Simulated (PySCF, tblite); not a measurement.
# C₂H₁₁NOSi₃: geometry, infrared bands and NMR shifts

What infrared bands and NMR shifts should C₂H₁₁NOSi₃ (`N[Si@@H](C=O)C[SiH2][SiH3]`) show?

Programs: tblite 0.8.0 and PySCF 2.14.0, with density-fitted response routines of our own. Each step states its level of theory. These are calculated values for one molecule in the gas phase, unless marked as measured. Atoms are numbered from 0 throughout.

## 1. The molecule as given

18 atoms, charge 0, multiplicity 1; geometry from: force field or distance geometry start.

Bonds of the start (Å): N0–Si1 1.80, Si1–C2 1.83, C2–O3 1.21, Si1–C4 1.88, C4–Si5 1.86, Si5–Si6 2.22, N0–H7 1.05, N0–H8 1.05, Si1–H9 1.44, C2–H10 1.10, C4–H11 1.12, C4–H12 1.10, Si5–H13 1.47, Si5–H14 1.48, Si6–H15 1.49, Si6–H16 1.45, Si6–H17 1.47.

## 2. Optimising the geometry with GFN2-xTB

What the job is given:

```
{"job": {"kind": "relax", "xc": "GFN2-xTB", "basis": "xTB"}, "charge": 0, "multiplicity": 1}
N     -0.841500    -1.867900    -0.224900
Si    -1.386300    -0.175700    -0.483800
C     -3.064100     0.111100     0.190100
O     -3.640000    -0.794900     0.743700
C     -0.185800     1.035700     0.297400
Si     1.260800     1.169700    -0.860800
Si     2.855000    -0.329300    -0.483900
H     -1.651100    -2.460700    -0.529900
H     -0.003200    -2.050200    -0.822000
H     -1.406900     0.060700    -1.903200
H     -3.580800     1.073200     0.086200
H     -0.679100     2.039400     0.404800
H      0.053100     0.677000     1.308000
H      1.821600     2.526600    -0.791600
H      0.752600     0.954500    -2.232800
H      3.652000     0.069200     0.710900
H      2.300400    -1.658100    -0.283700
H      3.734300    -0.373900    -1.665900
```

Run with:

```console
OMP_NUM_THREADS=1 python probes_run.py task.json out
```

One launch serves the whole session: the jobs run in the order shown.

**Question.** This job is followed by: GFN2-xTB harmonic vibrations, gas phase; GIAO PBE0/pcSseg-1 NMR shielding, non-relativistic, gas phase. What will the session give for the following? strongest single infrared mode (GFN2-xTB); zero-point energy (GFN2-xTB); 13C shifts against TMS (PBE0/pcSseg-1); 1H shifts against TMS (PBE0/pcSseg-1, means over atoms taken as alike); 15N shifts against NH3 (PBE0/pcSseg-1); 29Si shifts against TMS (PBE0/pcSseg-1); 17O shifts against H2O (PBE0/pcSseg-1).

**Answer**, as computed:

| quantity | value |
| --- | --- |
| strongest single infrared mode (GFN2-xTB) | 732 cm⁻¹, 619 km/mol |
| zero-point energy (GFN2-xTB) | 74.1 kcal/mol |
| 13C shifts against TMS (PBE0/pcSseg-1) | 247.9, -7.2 ppm |
| 1H shifts against TMS (PBE0/pcSseg-1, means over atoms taken as alike) | 12.19, 5.06, 4.42, 4.19, 3.50, 0.72, 0.22, -0.05 ppm |
| 15N shifts against NH3 (PBE0/pcSseg-1) | 9.7 ppm |
| 29Si shifts against TMS (PBE0/pcSseg-1) | -35.5, -79.3, -118.0 ppm |
| 17O shifts against H2O (PBE0/pcSseg-1) | 914.5 ppm |

What this shows: Over 105 steps the energy fell by 0.659 eV; of the close pairs, Si5–Si6 changed most, 2.220 to 2.308 Å. The lowest mode is imaginary (66i cm⁻¹), so the xTB geometry is not a minimum. The strongest single mode, at 732 cm⁻¹, is spread over many atoms; the largest shares are those of H14, H9, C4. GFN2-xTB is a fitted tight-binding method: band positions and strengths are rough. Its intensities can rank the bands wrongly. At PBE0/pcSseg-1: Shielding is most anisotropic at O3 (span 2043 ppm, paramagnetic term -976 ppm).
